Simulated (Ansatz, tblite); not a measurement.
**TaSeCl3: removing and adding an electron**

What does removing or adding an electron cost or gain for TaSeCl3? Each charged state is run at several levels.

Method: as each input shows; program: Ansatz 0.2.0, Gaussian basis.

Levels to be run: charge +1 doublet, at the geometry of the singlet (PBE0-D4/def2-TZVP, PBE-D4/def2-TZVP, r2SCAN-D4/def2-TZVP, CCSD(T)/def2-SVP); charge -1 doublet, at the geometry of the singlet (PBE0-D4/def2-TZVPD, PBE-D4/def2-TZVPD, r2SCAN-D4/def2-TZVPD); the starting singlet's energies come from earlier runs.

**1. The relaxed structure**

The singlet was relaxed beforehand with r2SCAN-D4/def2-SVP.

5 atoms, charge 0, spin multiplicity 1.

Atoms are counted from 1 here; the program's logs count them from 0.

Bond lengths: Ta1–Se2 2.283 Å, Ta1–Cl3 2.289 Å, Ta1–Cl4 2.289 Å, Ta1–Cl5 2.289 Å. Angles: Se2–Ta1–Cl3 107.9°, Se2–Ta1–Cl4 107.9°, Se2–Ta1–Cl5 107.9°, Cl3–Ta1–Cl4 111.0°, Cl3–Ta1–Cl5 111.0°, Cl4–Ta1–Cl5 111.0°.

Formally the metal is d0. Ta takes a core potential in the def2 sets. No spin-orbit coupling is included.

**2. Charge +1 doublet at the fixed geometry, first pass, PBE0-D4/def2-SVP**

Input file in.yaml:

```yaml
crystal:
  periodic: [false, false, false]
  atoms:
    - {symbol: Ta, position_ang: [-0.000286, 0.000278, -0.034792]}
    - {symbol: Se, position_ang: [0.011579, -0.017584, 2.248551]}
    - {symbol: Cl, position_ang: [2.174265, 0.010271, -0.750149]}
    - {symbol: Cl, position_ang: [-1.096595, 1.890485, -0.717058]}
    - {symbol: Cl, position_ang: [-1.088953, -1.883460, -0.746551]}
basis:
  gaussian: {orbitals: def2-SVP}
total_charge: 1
magnetization: {spin_polarized: true, initial_magnetization: 1}
hamiltonian: {xc: pbe0, dispersion: d4}
output: {orbitals: {seedname: orbitals}}
```

Started as:

```sh
$ ansatz run in.yaml --threads 4 --pin off --events-out ev --progress --plain --max-ram 3916MiB
```

The log of the run:

```text
Functional definition: PBE0
  name "PBE0"
  cite "Adamo & Barone, J. Chem. Phys. 110, 6158 (1999) doi:10.1063/1.478522"
  cite "Perdew, Burke & Ernzerhof, Phys. Rev. Lett. 77, 3865 (1996) doi:10.1103/PhysRevLett.77.3865"
  parent pbe
  parameter a = 0.25
  parameter kappa = 0.804
  parameter beta = 0.06672455060314922
  exchange = (1 - a)*pbe_x(kappa = kappa, mu = beta*pi^2/3) + a*exact_x
  correlation = pbe_c(beta = beta)
1098 factors; integrals over basis functions are off by at most 7.5e-4 eV
mean field evaluation 1: about -104424.6525 eV, gradient 1.7e1 eV
mean field evaluation 2: about -104420.6858 eV, gradient 3.1e1 eV
mean field evaluation 4: about -104426.2472 eV, gradient 4.5e0 eV
mean field evaluation 8: about -104426.4790 eV, gradient 2.3e-1 eV
mean field evaluation 16: about -104426.4794 eV, gradient 6.4e-4 eV
mean field evaluation 32: about -104426.4795 eV, gradient 7.2e-2 eV
mean field evaluation 64: about -104426.4798 eV, gradient 1.5e-5 eV
mean field -104426.47979845 eV, -3837.6023497827 hartree, gradient 1.6e-6 eV, S^2 0.756187; 8 other end points of the search recorded, 0 dependent functions left out
reference -104426.47983547 eV, -3837.6023511434 hartree; 49, 48 occupied and 69, 70 virtual orbitals, 1098 factors
Total energy: -104426.69169892 eV, -3837.6101369815 hartree
```

Wall time 30 s (4 threads of Arm Neoverse V2, shared host); peak memory 0.58 GiB.

HOMO -13.60 eV, LUMO -11.64 eV (over both spins); ⟨S²⟩ 0.756 (pure: 0.75).

**3. Charge +1 doublet at the fixed geometry, PBE0-D4/def2-TZVP**

start.molden holds the orbitals of an earlier run on this state, given as this run's starting guess.

in.yaml: that of step 2 with these lines changed.

```diff
@@ -9,3 +9,3 @@
 basis:
-  gaussian: {orbitals: def2-SVP}
+  gaussian: {orbitals: def2-TZVP, initial_orbitals: start.molden}
 total_charge: 1
@@ -13,2 +13,3 @@
 hamiltonian: {xc: pbe0, dispersion: d4}
+scf: {omitted_lower_state_checks: [starts]}
 output: {orbitals: {seedname: orbitals}}
```

The command is unchanged.

The log of the run (excerpt; [...] marks lines left out):

```text
Functional definition: PBE0
  name "PBE0"
  cite "Adamo & Barone, J. Chem. Phys. 110, 6158 (1999) doi:10.1063/1.478522"
  cite "Perdew, Burke & Ernzerhof, Phys. Rev. Lett. 77, 3865 (1996) doi:10.1103/PhysRevLett.77.3865"
  parent pbe
[...]
1624 factors; their error is unknown
[...]
mean field -104447.89530612 eV, -3838.3893551737 hartree, gradient 2.0e-6 eV, S^2 0.756697; 0 other end points of the search recorded, 0 dependent functions left out
reference -104447.89533766 eV, -3838.3893563327 hartree; 49, 48 occupied and 150, 151 virtual orbitals, 1624 factors
Total energy: -104448.10720110 eV, -3838.3971421707 hartree
Checks for a lower state left out: starts
```

Wall time 69 s (4 threads of Arm Neoverse V2, shared host); peak memory 1.5 GiB.

HOMO -13.45 eV, LUMO -11.41 eV (over both spins); ⟨S²⟩ 0.757 (pure: 0.75).

**4. Charge +1 doublet at the fixed geometry, PBE-D4/def2-TZVP**

in.yaml: that of step 3 with these lines changed.

```diff
@@ -12,3 +12,3 @@
 magnetization: {spin_polarized: true, initial_magnetization: 1}
-hamiltonian: {xc: pbe0, dispersion: d4}
+hamiltonian: {xc: pbe, dispersion: d4}
 scf: {omitted_lower_state_checks: [starts]}
```

Same command.

The log of the run:

```text
Functional definition: PBE
  name "PBE"
  cite "Perdew, Burke & Ernzerhof, Phys. Rev. Lett. 77, 3865 (1996) doi:10.1103/PhysRevLett.77.3865"
  parent pbe
  parameter kappa = 0.804
  parameter beta = 0.06672455060314922
  exchange = pbe_x(kappa = kappa, mu = beta*pi^2/3)
  correlation = pbe_c(beta = beta)
these checks for a lower state are left out or cut short: starts
1492 factors; their error is unknown
mean field evaluation 1: about -104444.3268 eV, gradient 1.2e1 eV
mean field evaluation 2: about -104444.5158 eV, gradient 3.4e-1 eV
mean field evaluation 4: about -104444.4891 eV, gradient 7.8e-2 eV
mean field evaluation 8: about -104444.4894 eV, gradient 5.8e-4 eV
mean field evaluation 16: about -104444.4894 eV, gradient 1.2e-5 eV
mean field -104444.48942297 eV, -3838.2641912765 hartree, gradient 2.2e-6 eV, S^2 0.754199; 0 other end points of the search recorded, 0 dependent functions left out
reference -104444.48946481 eV, -3838.2641928141 hartree; 49, 48 occupied and 150, 151 virtual orbitals, 1492 factors
Total energy: -104444.72944956 eV, -3838.2730120911 hartree
Checks for a lower state left out: starts
```

Run time: 14 s. Hardware: 4 threads of Arm Neoverse V2, shared host; peak memory 0.63 GiB.

From the report: HOMO -12.24 eV, LUMO -12.15 eV (over both spins); ⟨S²⟩ 0.754 (pure: 0.75).

**5. Charge +1 doublet at the fixed geometry, r2SCAN-D4/def2-TZVP**

in.yaml: that of step 4 with these lines changed.

```diff
@@ -12,3 +12,3 @@
 magnetization: {spin_polarized: true, initial_magnetization: 1}
-hamiltonian: {xc: pbe, dispersion: d4}
+hamiltonian: {xc: r2scan, dispersion: d4}
 scf: {omitted_lower_state_checks: [starts]}
```

Launched as before.

The log of the run (excerpt; [...] marks lines left out):

```text
Functional definition: r2SCAN
  name "r2SCAN"
  cite "Furness, Kaplan, Ning, Perdew & Sun, J. Phys. Chem. Lett. 11, 8208 (2020) doi:10.1021/acs.jpclett.0c02405"
  cite "Furness, Kaplan, Ning, Perdew & Sun, J. Phys. Chem. Lett. 11, 9248 (2020) doi:10.1021/acs.jpclett.0c03077"
  parent r2scan
[...]
1492 factors; their error is unknown
[...]
mean field -104466.66004065 eV, -3839.0789464485 hartree, gradient 3.4e-6 eV, S^2 0.757237; 0 other end points of the search recorded, 0 dependent functions left out
reference -104466.66005393 eV, -3839.0789469363 hartree; 49, 48 occupied and 150, 151 virtual orbitals, 1492 factors
Total energy: -104466.71339029 eV, -3839.0809070117 hartree
Checks for a lower state left out: starts
```

Run time: 75 s. Hardware: 4 threads of Arm Neoverse V2, shared host; peak memory 0.69 GiB.

From the report: HOMO -12.60 eV, LUMO -12.08 eV (over both spins); ⟨S²⟩ 0.757 (pure: 0.75).

**6. Charge +1 doublet at the fixed geometry, CCSD(T)/def2-SVP**

in.yaml: that of step 5 with these lines changed.

```diff
@@ -9,7 +9,7 @@
 basis:
-  gaussian: {orbitals: def2-TZVP, initial_orbitals: start.molden}
+  gaussian: {orbitals: def2-SVP, initial_orbitals: start.molden}
 total_charge: 1
 magnetization: {spin_polarized: true, initial_magnetization: 1}
-hamiltonian: {xc: r2scan, dispersion: d4}
-scf: {omitted_lower_state_checks: [starts]}
+correlation: {method: ccsd_t}
+scf: {omitted_lower_state_checks: [starts, cluster_reference]}
 output: {orbitals: {seedname: orbitals}}
```

Same command.

The log of the run (excerpt; [...] marks lines left out):

```text
Functional definition: HF
  name "HF"
  cite "Fock, Z. Phys. 61, 126 (1930) doi:10.1007/BF01340294"
  parent pbe
[...]
1098 factors; integrals over basis functions are off by at most 7.5e-4 eV
[...]
mean field -104326.22026083 eV, -3833.9178797335 hartree, gradient 1.8e-11 eV, S^2 0.763582; 0 other end points of the search recorded, 0 dependent functions left out
24 core orbitals not correlated: weight in the atoms' cores, before any rotation towards them, 1.000 or more for the frozen orbitals, at most 0.000 for the correlated occupied ones
reference -104326.22026083 eV, -3833.9178797335 hartree; 25, 24 occupied and 69, 70 virtual orbitals, 1098 factors
second order -24.50931705 eV of doubles, -0.00000000 eV of singles
cycle   1  -23.59534587 eV  change    9.1e-1 eV  update   2.3e-1
[...]
cycle  14  -24.69763401 eV  change   -2.8e-5 eV  update   2.3e-5
perturbative correction -1.09407950 eV, -0.0402066800 hartree
Total energy: -104352.01197433 eV, -3834.8657077225 hartree
Checks for a lower state left out: starts, cluster_reference
```

It took 55 s on 4 threads of Arm Neoverse V2, shared host; peak memory 1.4 GiB.

Report: Hartree-Fock HOMO -16.14 eV, LUMO -7.93 eV (over both spins); ⟨S²⟩ 0.764 (pure: 0.75); T1 0.022.

**7. Vertical ionisation energy**

Charged state less starting state, singlet to doublet; the starting state's energies are those of its earlier runs.

Differences are taken before rounding.

| method | vertical ionisation energy (eV) | from CCSD(T)/def2-SVP (eV) | time |
| --- | --- | --- | --- |
| HF/def2-SVP | 8.96 | -0.64 |  |
| PBE-D4/def2-TZVP | 9.49 | -0.11 | 16 s |
| r2SCAN-D4/def2-TZVP | 9.62 | +0.03 | 81 s |
| PBE0-D4/def2-TZVP | 9.66 | +0.06 | 73 s |
| MP2/def2-SVP | 9.98 | +0.39 |  |
| CCSD/def2-SVP | 9.59 | -0.01 |  |
| CCSD(T)/def2-SVP | 9.60 | 0 | 67 s |

Times add the two runs; a level without a time comes out of a correlated run.

Beside −ε(HOMO) of the starting state:

| level | −ε(HOMO) (eV) | by difference (eV) | mismatch (eV) |
| --- | --- | --- | --- |
| PBE-D4/def2-TZVP | 6.76 | 9.49 | -2.73 |
| r2SCAN-D4/def2-TZVP | 7.06 | 9.62 | -2.56 |
| PBE0-D4/def2-TZVP | 7.86 | 9.66 | -1.80 |

**8. Charge -1 doublet at the fixed geometry, first pass, PBE0-D4/def2-SVP**

in.yaml: that of step 6 with these lines changed.

```diff
@@ -9,7 +9,6 @@
 basis:
-  gaussian: {orbitals: def2-SVP, initial_orbitals: start.molden}
-total_charge: 1
+  gaussian: {orbitals: def2-SVP}
+total_charge: -1
 magnetization: {spin_polarized: true, initial_magnetization: 1}
-correlation: {method: ccsd_t}
-scf: {omitted_lower_state_checks: [starts, cluster_reference]}
+hamiltonian: {xc: pbe0, dispersion: d4}
 output: {orbitals: {seedname: orbitals}}
```

Same command.

The log of the run (excerpt; [...] marks lines left out):

```text
Functional definition: PBE0
  name "PBE0"
  cite "Adamo & Barone, J. Chem. Phys. 110, 6158 (1999) doi:10.1063/1.478522"
  cite "Perdew, Burke & Ernzerhof, Phys. Rev. Lett. 77, 3865 (1996) doi:10.1103/PhysRevLett.77.3865"
  parent pbe
[...]
1098 factors; integrals over basis functions are off by at most 7.5e-4 eV
[...]
mean field -104437.63154995 eV, -3838.0121690916 hartree, gradient 2.3e-6 eV, S^2 0.755120; 12 other end points of the search recorded, 0 dependent functions left out
reference -104437.63159132 eV, -3838.0121706117 hartree; 50, 49 occupied and 68, 69 virtual orbitals, 1098 factors
Total energy: -104437.86597151 eV, -3838.0207839250 hartree
```

It took 25 s on 4 threads of Arm Neoverse V2, shared host; peak memory 0.57 GiB.

HOMO 0.38 eV, LUMO 2.63 eV (over both spins); ⟨S²⟩ 0.755 (pure: 0.75). Doubts: highest occupied level lies above zero.

**9. Charge -1 doublet at the fixed geometry, PBE0-D4/def2-TZVPD**

in.yaml: that of step 8 with these lines changed.

```diff
@@ -9,3 +9,3 @@
 basis:
-  gaussian: {orbitals: def2-SVP}
+  gaussian: {orbitals: def2-TZVPD, initial_orbitals: start.molden}
 total_charge: -1
@@ -13,2 +13,3 @@
 hamiltonian: {xc: pbe0, dispersion: d4}
+scf: {omitted_lower_state_checks: [starts]}
 output: {orbitals: {seedname: orbitals}}
```

Same command.

The log of the run (excerpt; [...] marks lines left out):

```text
Functional definition: PBE0
  name "PBE0"
  cite "Adamo & Barone, J. Chem. Phys. 110, 6158 (1999) doi:10.1063/1.478522"
  cite "Perdew, Burke & Ernzerhof, Phys. Rev. Lett. 77, 3865 (1996) doi:10.1103/PhysRevLett.77.3865"
  parent pbe
[...]
1812 factors; their error is unknown
[...]
mean field -104459.16100331 eV, -3838.8033619091 hartree, gradient 5.5e-6 eV, S^2 0.755465; 0 other end points of the search recorded, 0 dependent functions left out
reference -104459.16105674 eV, -3838.8033638728 hartree; 50, 49 occupied and 188, 189 virtual orbitals, 1812 factors
Total energy: -104459.39543694 eV, -3838.8119771861 hartree
Checks for a lower state left out: starts
```

Run time: 69 s. Hardware: 4 threads of Arm Neoverse V2, shared host; peak memory 1.2 GiB.

From the report: HOMO -0.05 eV, LUMO 2.10 eV (over both spins); ⟨S²⟩ 0.755 (pure: 0.75).

**10. Charge -1 doublet at the fixed geometry, PBE-D4/def2-TZVPD**

in.yaml: that of step 9 with these lines changed.

```diff
@@ -12,3 +12,3 @@
 magnetization: {spin_polarized: true, initial_magnetization: 1}
-hamiltonian: {xc: pbe0, dispersion: d4}
+hamiltonian: {xc: pbe, dispersion: d4}
 scf: {omitted_lower_state_checks: [starts]}
```

Same command.

The log of the run:

```text
Functional definition: PBE
  name "PBE"
  cite "Perdew, Burke & Ernzerhof, Phys. Rev. Lett. 77, 3865 (1996) doi:10.1103/PhysRevLett.77.3865"
  parent pbe
  parameter kappa = 0.804
  parameter beta = 0.06672455060314922
  exchange = pbe_x(kappa = kappa, mu = beta*pi^2/3)
  correlation = pbe_c(beta = beta)
these checks for a lower state are left out or cut short: starts
1629 factors; their error is unknown
mean field evaluation 1: about -104455.1569 eV, gradient 1.2e1 eV
mean field evaluation 2: about -104455.3249 eV, gradient 2.7e-1 eV
mean field evaluation 4: about -104455.3058 eV, gradient 4.4e-2 eV
mean field evaluation 8: about -104455.3058 eV, gradient 1.6e-4 eV
mean field -104455.30577869 eV, -3838.6616850175 hartree, gradient 1.8e-6 eV, S^2 0.754221; 0 other end points of the search recorded, 0 dependent functions left out
reference -104455.30584376 eV, -3838.6616874089 hartree; 50, 49 occupied and 188, 189 virtual orbitals, 1629 factors
Total energy: -104455.57131762 eV, -3838.6714433931 hartree
Checks for a lower state left out: starts
```

It took 17 s on 4 threads of Arm Neoverse V2, shared host; peak memory 0.91 GiB.

Report: HOMO 1.19 eV, LUMO 1.31 eV (over both spins); ⟨S²⟩ 0.754 (pure: 0.75). Doubts: highest occupied level lies above zero.

**11. Charge -1 doublet at the fixed geometry, r2SCAN-D4/def2-TZVPD**

in.yaml: that of step 10 with these lines changed.

```diff
@@ -12,3 +12,3 @@
 magnetization: {spin_polarized: true, initial_magnetization: 1}
-hamiltonian: {xc: pbe, dispersion: d4}
+hamiltonian: {xc: r2scan, dispersion: d4}
 scf: {omitted_lower_state_checks: [starts]}
```

Launched as before.

The log of the run:

```text
Functional definition: r2SCAN
  name "r2SCAN"
  cite "Furness, Kaplan, Ning, Perdew & Sun, J. Phys. Chem. Lett. 11, 8208 (2020) doi:10.1021/acs.jpclett.0c02405"
  cite "Furness, Kaplan, Ning, Perdew & Sun, J. Phys. Chem. Lett. 11, 9248 (2020) doi:10.1021/acs.jpclett.0c03077"
  parent r2scan
  parameter k0 = 0.174
  parameter k1 = 0.065
  parameter a1 = 4.9479
  exchange = r2scan_x(k0 = k0, k1 = k1, a1 = a1)
  correlation = r2scan_c
these checks for a lower state are left out or cut short: starts
1629 factors; their error is unknown
mean field evaluation 1: about -104477.7192 eV, gradient 8.6e0 eV
mean field evaluation 2: about -104477.7809 eV, gradient 1.1e-1 eV
mean field evaluation 4: about -104477.7525 eV, gradient 5.9e-4 eV
mean field evaluation 8: about -104477.7525 eV, gradient 7.5e-5 eV
mean field -104477.75245494 eV, -3839.4865851548 hartree, gradient 6.7e-6 eV, S^2 0.757386; 0 other end points of the search recorded, 0 dependent functions left out
reference -104477.75250499 eV, -3839.4865869941 hartree; 50, 49 occupied and 188, 189 virtual orbitals, 1629 factors
Total energy: -104477.81154090 eV, -3839.4887565238 hartree
Checks for a lower state left out: starts
```

It took 43 s on 4 threads of Arm Neoverse V2, shared host; peak memory 1 GiB.

Report: HOMO 0.89 eV, LUMO 1.40 eV (over both spins); ⟨S²⟩ 0.757 (pure: 0.75). Doubts: highest occupied level lies above zero.

**12. Vertical electron affinity**

Starting state less charged state (positive: the electron is bound), singlet to doublet; the starting state's energies are those of its earlier runs.

| level | vertical electron affinity (eV) | time |
| --- | --- | --- |
| PBE-D4/def2-TZVPD | +1.30 | 21 s |
| r2SCAN-D4/def2-TZVPD | +1.43 | 51 s |
| PBE0-D4/def2-TZVPD | +1.59 | 76 s |

Times add the two runs; a level without a time comes out of a correlated run.

Beside −ε(LUMO) of the starting state:

| level | −ε(LUMO) (eV) | by difference (eV) | mismatch (eV) |
| --- | --- | --- | --- |
| PBE-D4/def2-TZVPD | 3.77 | 1.30 | +2.47 |
| r2SCAN-D4/def2-TZVPD | 3.70 | 1.43 | +2.27 |
| PBE0-D4/def2-TZVPD | 3.06 | 1.59 | +1.47 |

**13. What came out**

```
                                             quantity                               value
 vertical ionisation energy, functionals in def2-TZVP  9.49 (PBE-D4) to 9.66 eV (PBE0-D4)
         vertical ionisation energy, CCSD(T)/def2-SVP                             9.60 eV
vertical electron affinity, functionals in def2-TZVPD  1.30 (PBE-D4) to 1.59 eV (PBE0-D4)
```

In words: The vertical ionisation energy spans 9.49 to 9.66 eV over the functionals, beside 9.60 eV from CCSD(T)/def2-SVP. −ε(HOMO) misses the level's own difference by -1.80 eV at best (PBE0-D4) and -2.73 eV at worst (PBE-D4). The yardstick is in a double-zeta basis, so levels in larger sets aren't compared like for like. The reference is CCSD(T) in one finite basis, so it carries an error of its own, often a tenth of an eV or more, and near misses can't be ranked. The vertical electron affinity spans 1.30 to 1.59 eV over the functionals. The anion's highest level lies above zero where self-interaction lifts it, so diffuse functions weigh on these values. −ε(LUMO) misses the level's own difference by +1.47 eV at best (PBE0-D4) and +2.47 eV at worst (PBE-D4). The charged states' spins were chosen beforehand and needn't be their lowest.

The anion's highest level is positive in at least one run, so there the basis alone may hold the extra electron.
